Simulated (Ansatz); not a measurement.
Na2LiYCl6, space group Fm-3m, an SCF with some post-processing

With Ansatz 0.2.0 through its Python package.

The cells in order, each with its output:

In [1]:
```python
from pathlib import Path
import warnings

import ansatz as az
from ase.data import atomic_numbers
import matplotlib.pyplot as plt
import numpy as np
from pymatgen.core import Structure
import spglib
```

In [2]:
```python
FUNCTIONAL = 'pbesol'
KMESH = (3, 3, 3)
SMEARING = 'fixed'
```

In [3]:
```python
warnings.simplefilter('ignore', az.DeckWarning)
```

In [4]:
```python
vectors = np.array([
    [0.0, 5.138332, 5.138332],
    [5.138332, 0.0, 5.138332],
    [5.138332, 5.138332, 0.0],
])
structure = (
    az.Lattice.of(vectors)
    .atom('Na', (0.75, 0.75, 0.75))
    .atom('Na', (0.25, 0.25, 0.25))
    .atom('Li', (0.5, 0.5, 0.5))
    .atom('Y', (0.0, 0.0, 0.0))
    .atom('Cl', (0.745352, 0.254648, 0.254648))
    .atom('Cl', (0.254648, 0.254648, 0.745352))
    .atom('Cl', (0.254648, 0.745352, 0.745352))
    .atom('Cl', (0.254648, 0.745352, 0.254648))
    .atom('Cl', (0.745352, 0.254648, 0.745352))
    .atom('Cl', (0.745352, 0.745352, 0.254648))
)
```

In [5]:
```python
calculation = (
    structure.calculation()
    .functional(FUNCTIONAL)
    .kpoints(*KMESH)
    .occupations(SMEARING)
    .compute(density_of_states={'energy_step': 0.05, 'method': 'smearing', 'broadening_width': 0.15, 'projected': True}, density=True, potential=True, electron_localization_function=True, output_files={'volumetric_format': 'npy'})
)
result = calculation.run(threads=1)
rep = result.report
```

In [6]:
```python
rep['mixing_algorithm'], rep['preconditioner'], rep['eigensolver']
```
Out [6]:
```text
('MSR1', 'Resta', 'band_cg')
```

In [7]:
```python
print(f'free energy      {rep["free_energy_ev"]:.5f} eV')
print(f'per atom         {rep["free_energy_ev"] / len(result.lattice.sites):.5f} eV')
print(f'SCF iterations   {rep["n_iterations"]}  (converged: {rep["converged"]})')
```
```text
free energy      -13333.51175 eV
per atom         -1333.35118 eV
SCF iterations   7  (converged: True)
```

In [8]:
```python
final = Structure(result.lattice.cell_ang, [s.symbol for s in result.lattice.sites], [s.position_frac for s in result.lattice.sites])
print(final)

# d-band centre and width over a window about the Fermi level
dos = result.density_of_states()
energy = np.asarray(dos.energies_ev) - dos.fermi_ev
window = (energy > -12) & (energy < 3)
for index, site in enumerate(result.projected_density_of_states().sites):
    for shell in site.shells:
        if shell.l == 2:
            g = sum(np.sum(part.g_bin_mean_per_ev, axis=0) for part in shell.curves)[window]
            if g.sum() > 1e-6:
                centre = (g * energy[window]).sum() / g.sum()
                width = np.sqrt((g * (energy[window] - centre) ** 2).sum() / g.sum())
                print(f'site {index} {site.species} {shell.label}: centre {centre:.3f} eV, rms width {width:.3f} eV')
```
```text
Full Formula (Na2 Li1 Y1 Cl6)
Reduced Formula: Na2LiYCl6
abc   :   7.266699   7.266699   7.266699
angles:  60.000000  60.000000  60.000000
pbc   :       True       True       True
Sites (10)
  #  SP           a         b         c
---  ----  --------  --------  --------
  0  Na    0.75      0.75      0.75
  1  Na    0.25      0.25      0.25
  2  Li    0.5       0.5       0.5
  3  Y     0         0         0
  4  Cl    0.745352  0.254648  0.254648
  5  Cl    0.254648  0.254648  0.745352
  6  Cl    0.254648  0.745352  0.745352
  7  Cl    0.254648  0.745352  0.254648
  8  Cl    0.745352  0.254648  0.745352
  9  Cl    0.745352  0.745352  0.254648
site 3 Y 4D: centre -1.758 eV, rms width 0.538 eV
```

In [9]:
```python
folder = Path(result.write_results('fields'))
print('densities in e/A^3, potentials in eV, ELF without unit')
for name in sorted(p.name for p in folder.glob('*.npy')):
    field = np.load(folder / name)
    print(f'{name:16s} {str(field.shape):16s} min {field.min():10.4f}  mean {field.mean():10.4f}  max {field.max():10.4f}')

spg_cell = (result.lattice.cell_ang, [s.position_frac for s in result.lattice.sites], [atomic_numbers[s.symbol] for s in result.lattice.sites])
# space group as spglib finds it
found = spglib.get_symmetry_dataset(spg_cell, symprec=1e-3)
print(found.international, found.number, 'point group', found.pointgroup)
for site, letter, group in zip(result.lattice.sites, found.wyckoffs, found.site_symmetry_symbols):
    print(f'  {site.symbol:2s} Wyckoff {letter}  site symmetry {group}')
```
```text
densities in e/A^3, potentials in eV, ELF without unit
elf.npy          (50, 50, 50)     min     0.0020  mean     0.3047  max     0.9990
rho.npy          (50, 50, 50)     min    -0.2212  mean     0.2727  max    19.7469
v_es.npy         (50, 50, 50)     min   -89.1218  mean     2.0869  max     8.0316
v_tot.npy        (50, 50, 50)     min  -109.3782  mean    -5.6968  max     4.5814
Fm-3m 225 point group m-3m
  Na Wyckoff c  site symmetry -43m
  Na Wyckoff c  site symmetry -43m
  Li Wyckoff b  site symmetry m-3m
  Y  Wyckoff a  site symmetry m-3m
  Cl Wyckoff e  site symmetry 4m.m
  Cl Wyckoff e  site symmetry 4m.m
  Cl Wyckoff e  site symmetry 4m.m
  Cl Wyckoff e  site symmetry 4m.m
  Cl Wyckoff e  site symmetry 4m.m
  Cl Wyckoff e  site symmetry 4m.m
```

In [10]:
```python
field = sum(channel.density_e_per_ang3 for channel in result.density().channels[:2])
fig, ax = plt.subplots(figsize=(4, 3.4))
shown = ax.imshow(np.log10(np.clip(field[:, :, 0].T, 1e-3, None)), origin='lower', extent=(0, 1, 0, 1))
fig.colorbar(shown, label='log10 density (e/A^3)')
ax.set(xlabel='fraction of grid vector 1', ylabel='fraction of grid vector 2')
fig.savefig('density_plane.png', dpi=100)
print(f'plane through the origin: {field[:, :, 0].min():.4f} to {field[:, :, 0].max():.4f} e/A^3')
```
```text
plane through the origin: 0.0075 to 3.6990 e/A^3
```

In [11]:
```python
for term in (az.EnergyTerm.SMEARING, az.EnergyTerm.DISPERSION):
    print(f'F without {term.name.lower()}: {az.free_energy_without(rep, term):.5f} eV')
```
```text
F without smearing: -13333.51175 eV
F without dispersion: -13333.51175 eV
```

What to keep in mind:
- Absolute energies stand on the zero of these potentials, so only differences at equal settings mean something.
- The run is spin-unpolarised.
- Along an axis with an odd division the mesh misses the point at one half; a gap read on a finite mesh is an upper bound on this functional's gap.
- Semilocal gaps usually lie well under measured ones.
- Projections exist only for the shells that the potentials hold, some of them semicore, and samples at single energies can miss narrow peaks.
- The crystal has a gap of about 3.92 eV on the mesh; any density of states at or just above the Fermi level is the tail of the broadening.
- Grid values close to the nuclei reflect the PAW or pseudopotential construction, not the all-electron fields.
- The structure comes from a database of computed cells and needn't be a stable or known phase.
- The computed bands are complete only to about 7.7 eV above the Fermi level; beyond that the density of states is undercounted.
- A band centre counts only the states inside the window taken.
- Timing: 5.3 s on 1 thread of Intel(R) Xeon(R) Platinum 8259CL CPU @ 2.50GHz (Skylake/Cascade Lake) (shared host), peak memory 0.59 GiB.

(A comment or docstring line of the script was reworded after the run, the code is as it ran; lines on the test bed's own set-up are left out of the output.)
